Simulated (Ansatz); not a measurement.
# C3H8SeSi: a ladder of functionals and wavefunction methods

How much do the methods differ for C3H8SeSi? The plan is to run it at one geometry with functionals of several rungs and with coupled cluster, and see how far each lands from CCSD(T) at the basis-set limit for the atomisation energy.

Program: Ansatz 0.2.0, Gaussian basis. Level of theory: functionals in def2-TZVPP, the program's frozen cores in correlated methods. These are calculated values, not measurements.

Plan: PBE-D4, r2SCAN-D4, PBE0-D4, B3LYP-D4, ωB97X-V, ωB97M-V, B2PLYP; CCSD(T)/def2-TZVPP; MP2/def2-QZVPP; extrapolation to the limit.

## (1) The geometry

An earlier PBE0-D4 in a triple-zeta def2 set relaxation fixed the geometry.

SMILES `C=C[Se][SiH2]C`, 13 atoms, charge 0, spin multiplicity 1.

Atoms are counted from 1 here; the program's logs count them from 0.

Bond lengths: C1–C2 1.325 Å, C1–H6 1.084 Å, C1–H7 1.084 Å, C2–Se3 1.901 Å, C2–H8 1.085 Å, Se3–Si4 2.283 Å, Si4–C5 1.865 Å, Si4–H9 1.488 Å, Si4–H10 1.486 Å, C5–H11 1.091 Å, C5–H12 1.093 Å, C5–H13 1.092 Å. Angles: C2–C1–H6 119.9°, C2–C1–H7 123.3°, H6–C1–H7 116.8°, C1–C2–Se3 128.6°, C1–C2–H8 120.5°, Se3–C2–H8 110.9°, C2–Se3–Si4 100.4°, Se3–Si4–C5 112.1°, Se3–Si4–H9 110.4°, Se3–Si4–H10 102.7°, C5–Si4–H9 110.6°, C5–Si4–H10 111.8°, H9–Si4–H10 108.9°, Si4–C5–H11 110.3°, Si4–C5–H12 110.4°, Si4–C5–H13 110.8°, H11–C5–H12 108.7°, H11–C5–H13 108.2° and more.

## (2) PBE-D4 (GGA)

Input file in.yaml:

```yaml
crystal:
  periodic: [false, false, false]
  atoms:
    - {symbol: C, position_ang: [-0.681580, -1.933279, -0.243968]}
    - {symbol: C, position_ang: [0.594884, -1.878434, -0.596174]}
    - {symbol: Se, position_ang: [1.589525, -0.385136, -1.224682]}
    - {symbol: Si, position_ang: [0.187274, 1.318791, -0.640393]}
    - {symbol: C, position_ang: [-0.014154, 1.460973, 1.208462]}
    - {symbol: H, position_ang: [-1.109711, -2.870739, 0.093535]}
    - {symbol: H, position_ang: [-1.347340, -1.078876, -0.286916]}
    - {symbol: H, position_ang: [1.216556, -2.767104, -0.555152]}
    - {symbol: H, position_ang: [-1.135376, 1.150906, -1.300874]}
    - {symbol: H, position_ang: [0.863202, 2.510270, -1.215411]}
    - {symbol: H, position_ang: [0.946958, 1.679026, 1.677531]}
    - {symbol: H, position_ang: [-0.713922, 2.264257, 1.454185]}
    - {symbol: H, position_ang: [-0.396306, 0.529334, 1.629858]}
basis:
  gaussian: {orbitals: def2-TZVPP}
hamiltonian: {xc: pbe, dispersion: d4}
output: {forces: true, orbitals: {seedname: orbitals}}
```

Command:

```console
ansatz run in.yaml --threads 2 --pin off --events-out ev --progress --plain --max-ram 32768MiB --backend cuda --devices 0, --max-vram 18GiB
```

Further steps of the session: r2SCAN-D4 (meta-GGA); PBE0-D4 (hybrid); B3LYP-D4 (hybrid); ωB97X-V (range-separated); ωB97M-V (range-separated); B2PLYP (double hybrid); CCSD(T) in def2-TZVPP; MP2 in def2-QZVPP.

Before running them: what should the planned runs give, taken together? Wanted: atomisation energy, CCSD(T)/CBS; farthest; mean size of error, hybrid; mean size of error, range-separated; gap, smallest and largest; T1 diagnostic; triples share of the correlation energy.

The runs gave:

```
                               quantity                                           value
        atomisation energy, CCSD(T)/CBS                                       49.261 eV
    functionals within 0.493 eV (1.0 %)  r2SCAN-D4, PBE0-D4, B3LYP-D4, ωB97X-V, ωB97M-V
                               farthest                              PBE-D4 (+0.694 eV)
             mean size of error, hybrid                                        0.065 eV
    mean size of error, range-separated                                        0.041 eV
              gap, smallest and largest            4.16 eV (PBE-D4), 10.44 eV (ωB97X-V)
                          T1 diagnostic                                          0.0106
triples share of the correlation energy                                           4.1 %
```

PBE-D4 misses by +0.694 eV. Double hybrids carry the basis error of their MP2 part in triple zeta, and no dispersion term here, so their miss is partly the set-up's. Misses under about 0.493 eV are within the doubt on the reference itself, which lacks core-valence correlation, relativity and higher excitations, and its outer-core shells are covered unevenly. All levels share the lack of spin-orbit coupling, which lowers the free heavy atoms and so the true binding. Hartree-Fock recovers 74 % of the binding; the rest is correlation. Orbital gaps span 4.2 to 10.4 eV; exact exchange widens them. Correlated methods include outer-core shells of Se, which these sets cover unevenly.
